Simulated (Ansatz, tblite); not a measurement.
# C35H22N2: rung by rung

How do method and basis change the picture of C35H22N2 (singlet)?

Program: Ansatz 0.2.0, Gaussian basis. Level of theory: as each input shows. These are calculated values, not measurements.

Plan: GFN1-xTB, GFN2-xTB, PBE-D4/def2-SVP, r2SCAN-D4/def2-SVP.

1 further run of the same task is left out (set aside as unsound or not needed).

### 1 The relaxed structure

The singlet was relaxed beforehand with r2SCAN-D4/def2-SVP.

SMILES `CN(C)c1ccc(C#Cc2ccc(C#Cc3ccc(C#Cc4ccc(C#CC#N)cc4)cc3)cc2)cc1`, 59 atoms, charge 0, spin multiplicity 1.

Bond lengths: C1–N2 1.446 Å, C1–H38 1.106 Å, C1–H39 1.105 Å, C1–H40 1.097 Å, N2–C3 1.446 Å, N2–C4 1.374 Å, C3–H41 1.097 Å, C3–H42 1.106 Å, C3–H43 1.105 Å, C4–C5 1.420 Å, C4–C37 1.420 Å, C5–C6 1.387 Å, C5–H44 1.091 Å, C6–C7 1.414 Å, C6–H45 1.093 Å, C7–C8 1.415 Å, C7–C36 1.414 Å, C8–C9 1.228 Å and more. Angles: N2–C1–H38 112.1°, N2–C1–H39 111.9°, N2–C1–H40 109.3°, H38–C1–H39 107.7°, H38–C1–H40 107.9°, H39–C1–H40 107.9°, C1–N2–C3 120.0°, C1–N2–C4 120.0°, C3–N2–C4 120.0°, N2–C3–H41 109.3°, N2–C3–H42 112.1°, N2–C3–H43 111.9°, H41–C3–H42 107.9°, H41–C3–H43 107.9°, H42–C3–H43 107.7°, N2–C4–C5 121.3°, N2–C4–C37 121.3°, C5–C4–C37 117.4° and more.

PBE0-D4/def2-SVP was run before; its log isn't repeated, and its numbers join the tables.

### 2 GFN1-xTB

Tight binding, by tblite at 300 K electronic temperature and without a spin-polarisation term:

```python
tblite.interface.Calculator('GFN1-xTB', numbers, positions, charge=0, uhf=0).singlepoint()
```

Energy -2501.5638 eV, HOMO -10.28 eV, LUMO -8.87 eV; 0.18 s.

### 3 GFN2-xTB

Tight binding, by tblite at 300 K electronic temperature and without a spin-polarisation term:

```python
tblite.interface.Calculator('GFN2-xTB', numbers, positions, charge=0, uhf=0).singlepoint()
```

Energy -2495.7033 eV, HOMO -9.32 eV, LUMO -8.02 eV; 0.17 s.

### 4 PBE-D4/def2-SVP

start.molden holds the orbitals of an earlier run on this state, given as this run's starting guess.

in.yaml

```yaml
crystal:
  periodic: [false, false, false]
  atoms:
    - {symbol: C, position_ang: [-12.752732, -1.471415, -0.182242]}
    - {symbol: N, position_ang: [-12.020886, -0.368275, -0.765047]}
    - {symbol: C, position_ang: [-12.731196, 0.690235, -1.448473]}
    - {symbol: C, position_ang: [-10.651039, -0.325775, -0.669263]}
    - {symbol: C, position_ang: [-9.903596, 0.734071, -1.248665]}
    - {symbol: C, position_ang: [-8.520880, 0.771173, -1.150571]}
    - {symbol: C, position_ang: [-7.799286, -0.238096, -0.471354]}
    - {symbol: C, position_ang: [-6.388538, -0.194956, -0.374737]}
    - {symbol: C, position_ang: [-5.164217, -0.157036, -0.293533]}
    - {symbol: C, position_ang: [-3.753580, -0.113352, -0.201017]}
    - {symbol: C, position_ang: [-3.043054, -1.082802, 0.550683]}
    - {symbol: C, position_ang: [-1.659969, -1.040179, 0.639874]}
    - {symbol: C, position_ang: [-0.921348, -0.026765, -0.018986]}
    - {symbol: C, position_ang: [0.490631, 0.015499, 0.069080]}
    - {symbol: C, position_ang: [1.714863, 0.052637, 0.142833]}
    - {symbol: C, position_ang: [3.126640, 0.095928, 0.225158]}
    - {symbol: C, position_ang: [3.862085, 1.095310, -0.458973]}
    - {symbol: C, position_ang: [5.245740, 1.137259, -0.380215]}
    - {symbol: C, position_ang: [5.956169, 0.182076, 0.386893]}
    - {symbol: C, position_ang: [7.368869, 0.224497, 0.465930]}
    - {symbol: C, position_ang: [8.593084, 0.261865, 0.532609]}
    - {symbol: C, position_ang: [10.005253, 0.305058, 0.608330]}
    - {symbol: C, position_ang: [10.718201, -0.647455, 1.377055]}
    - {symbol: C, position_ang: [12.102112, -0.606491, 1.451291]}
    - {symbol: C, position_ang: [12.828350, 0.390933, 0.757836]}
    - {symbol: C, position_ang: [14.239959, 0.433819, 0.832256]}
    - {symbol: C, position_ang: [15.465456, 0.471367, 0.896331]}
    - {symbol: C, position_ang: [16.827250, 0.512984, 0.967863]}
    - {symbol: N, position_ang: [17.997130, 0.548796, 1.029325]}
    - {symbol: C, position_ang: [12.120240, 1.344821, -0.011487]}
    - {symbol: C, position_ang: [10.736329, 1.301506, -0.083908]}
    - {symbol: C, position_ang: [5.222172, -0.816100, 1.072675]}
    - {symbol: C, position_ang: [3.838474, -0.858190, 0.993554]}
    - {symbol: C, position_ang: [-1.630088, 0.943364, -0.769502]}
    - {symbol: C, position_ang: [-3.013176, 0.901566, -0.857855]}
    - {symbol: C, position_ang: [-8.544649, -1.292092, 0.106678]}
    - {symbol: C, position_ang: [-9.927330, -1.340157, 0.012594]}
    - {symbol: H, position_ang: [-12.615038, -1.528792, 0.913504]}
    - {symbol: H, position_ang: [-12.444100, -2.442588, -0.610630]}
    - {symbol: H, position_ang: [-13.823462, -1.340789, -0.381501]}
    - {symbol: H, position_ang: [-13.809125, 0.492990, -1.399501]}
    - {symbol: H, position_ang: [-12.446333, 0.760891, -2.514663]}
    - {symbol: H, position_ang: [-12.545597, 1.676672, -0.985406]}
    - {symbol: H, position_ang: [-10.410738, 1.537449, -1.784405]}
    - {symbol: H, position_ang: [-7.971102, 1.598511, -1.607150]}
    - {symbol: H, position_ang: [-3.602239, -1.870115, 1.063147]}
    - {symbol: H, position_ang: [-1.124093, -1.794122, 1.222863]}
    - {symbol: H, position_ang: [3.322608, 1.836486, -1.054101]}
    - {symbol: H, position_ang: [5.803281, 1.911846, -0.913115]}
    - {symbol: H, position_ang: [10.162145, -1.419526, 1.914151]}
    - {symbol: H, position_ang: [12.644439, -1.345029, 2.046634]}
    - {symbol: H, position_ang: [12.676592, 2.116790, -0.548633]}
    - {symbol: H, position_ang: [10.194273, 2.040041, -0.679316]}
    - {symbol: H, position_ang: [5.761413, -1.557655, 1.667790]}
    - {symbol: H, position_ang: [3.280710, -1.632778, 1.525969]}
    - {symbol: H, position_ang: [-1.070801, 1.730344, -1.282698]}
    - {symbol: H, position_ang: [-3.549131, 1.655243, -1.440861]}
    - {symbol: H, position_ang: [-8.013653, -2.086000, 0.638615]}
    - {symbol: H, position_ang: [-10.453491, -2.175490, 0.476291]}
basis:
  gaussian: {orbitals: def2-SVP, fitting: {mean_field: def2-universal-jkfit}, initial_orbitals: start.molden}
hamiltonian: {xc: pbe, dispersion: d4}
scf: {omitted_lower_state_checks: [starts]}
output: {orbitals: {seedname: orbitals}}
```

Run with:

```sh
$ ansatz run in.yaml --threads 2 --pin off --events-out ev --progress --plain --max-ram 31744MiB --backend cuda --devices 0, --max-vram 18GiB
```

Further steps of the session: r2SCAN-D4/def2-SVP.

Q: Predict the results of all the runs planned. Wanted: gap in def2-SVP, named functionals, smallest and largest; binding an atom, functionals in def2-SVP.

**Answer**, as computed:

| quantity | value |
| --- | --- |
| gap in def2-SVP, named functionals, smallest and largest | 1.40 eV (PBE-D4), 2.72 eV (PBE0-D4) |
| binding an atom, functionals in def2-SVP | 5.44 (r2SCAN-D4) to 5.66 eV (PBE-D4) |

What this shows: Over the named functionals in def2-SVP the gap runs from 1.40 eV (PBE-D4) to 2.72 eV (PBE0-D4); exact exchange widens it.
